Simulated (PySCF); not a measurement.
# Cl⁺ (triplet): basis, grid and Hamiltonian

Aim: see how much the energy and properties of Cl⁺ (triplet) depend on the numerical set-up.

Method: method and basis as typed in the scripts; program: PySCF 2.14.0.

3 further runs of the same task are left out: 3 that didn't finish.

### Step 1. The atom

Cl⁺ (triplet): 1 atom, charge 1, spin multiplicity 3.

### Step 2. The run that the others are compared with

The input, input.py:

```python
from pyscf import gto, dft

mol = gto.M(
    atom='Cl 0 0 0',
    basis='jorge-dzp-dkh',
    charge=1,
    spin=2,
    verbose=3,
)
mf = dft.UKS(mol, xc='blyp')
mf = mf.sfx2c1e()
mf.kernel()
mf.dip_moment()
print('orbital energies (hartree):', [e[max(0, n-3):n+3].round(4) for e, n in zip(mf.mo_energy, mol.nelec)])
```

Launch:

```
$ python input.py
```

The log of this run is left out.

Base result: E(SCF) = -461.100600 Eh, ⟨S²⟩ = 2.002.

The triplet is typed in the script; nothing here shows that it is the ground state.

### Step 3. Sbkjc (core potential on, X2C off)

Run 1 changes basis set: jorge-dzp-dkh → sbkjc; core potential: off → on; spin-free X2C: on → off. The core potential changes with it: totals don't compare.

The input, input.py:

```python
from pyscf import gto, dft

mol = gto.M(
    atom='Cl 0 0 0',
    basis='sbkjc',
    ecp={'Cl': 'sbkjc'},
    charge=1,
    spin=2,
    verbose=3,
)
mf = dft.UKS(mol, xc='blyp')
mf.kernel()
mf.dip_moment()
print('orbital energies (hartree):', [e[max(0, n-3):n+3].round(4) for e, n in zip(mf.mo_energy, mol.nelec)])
```

Launch:

```
$ python input.py
```

### Step 4. Pcseg-1 (X2C off)

Run 2 changes basis set: jorge-dzp-dkh → pcseg-1; spin-free X2C: on → off.

input.py, as its differences from that of step 2:

```diff
@@ -4,3 +4,3 @@
     atom='Cl 0 0 0',
-    basis='jorge-dzp-dkh',
+    basis='pcseg-1',
     charge=1,
@@ -10,3 +10,2 @@
 mf = dft.UKS(mol, xc='blyp')
-mf = mf.sfx2c1e()
 mf.kernel()
```

### Step 5. Cc-pvdz-dk

Run 3 changes basis set: jorge-dzp-dkh → cc-pvdz-dk.

input.py, as its differences from that of step 2:

```diff
@@ -4,3 +4,3 @@
     atom='Cl 0 0 0',
-    basis='jorge-dzp-dkh',
+    basis='cc-pvdz-dk',
     charge=1,
```

### Step 6. Sto-3g (X2C off)

Run 4 changes basis set: jorge-dzp-dkh → sto-3g; spin-free X2C: on → off.

input.py, as its differences from that of step 2:

```diff
@@ -4,3 +4,3 @@
     atom='Cl 0 0 0',
-    basis='jorge-dzp-dkh',
+    basis='sto-3g',
     charge=1,
@@ -10,3 +10,2 @@
 mf = dft.UKS(mol, xc='blyp')
-mf = mf.sfx2c1e()
 mf.kernel()
```

### Step 7. Def2-svpd (X2C off)

Run 5 changes basis set: jorge-dzp-dkh → def2-svpd; spin-free X2C: on → off.

input.py, as its differences from that of step 2:

```diff
@@ -4,3 +4,3 @@
     atom='Cl 0 0 0',
-    basis='jorge-dzp-dkh',
+    basis='def2-svpd',
     charge=1,
@@ -10,3 +10,2 @@
 mf = dft.UKS(mol, xc='blyp')
-mf = mf.sfx2c1e()
 mf.kernel()
```

### Step 8. Integration grid 4

Run 6 changes integration grid: default → 4.

input.py, as its differences from that of step 2:

```diff
@@ -11,2 +11,3 @@
 mf = mf.sfx2c1e()
+mf.grids.level = 4
 mf.kernel()
```

Before running it: what results should come out? Wanted: for each run, E(SCF); from base; gap, α spin.

The runs gave:

| run | E(SCF) (hartree) | from base (eV) | gap, α spin (eV) | functions |
| --- | --- | --- | --- | --- |
| base | -461.100600 | 0 | 19.73 | 24 |
| sbkjc (core potential on, X2C off) | -14.350798 | not comparable | n/a | 8 |
| pcseg-1 (X2C off) | -459.650404 | not comparable | 19.04 | 18 |
| cc-pvdz-dk | -461.091850 | +0.2381 | 22.53 | 18 |
| sto-3g (X2C off) | -454.615105 | not comparable | n/a | 9 |
| def2-svpd (X2C off) | -459.520472 | not comparable | 13.35 | 27 |
| integration grid 4 | -461.100599 | 0.0000 | 19.73 | 24 |

With integration grid 4 the SCF ends at the base energy. cc-pvdz-dk (18 functions) gives an energy 0.24 eV higher than jorge-dzp-dkh (24).
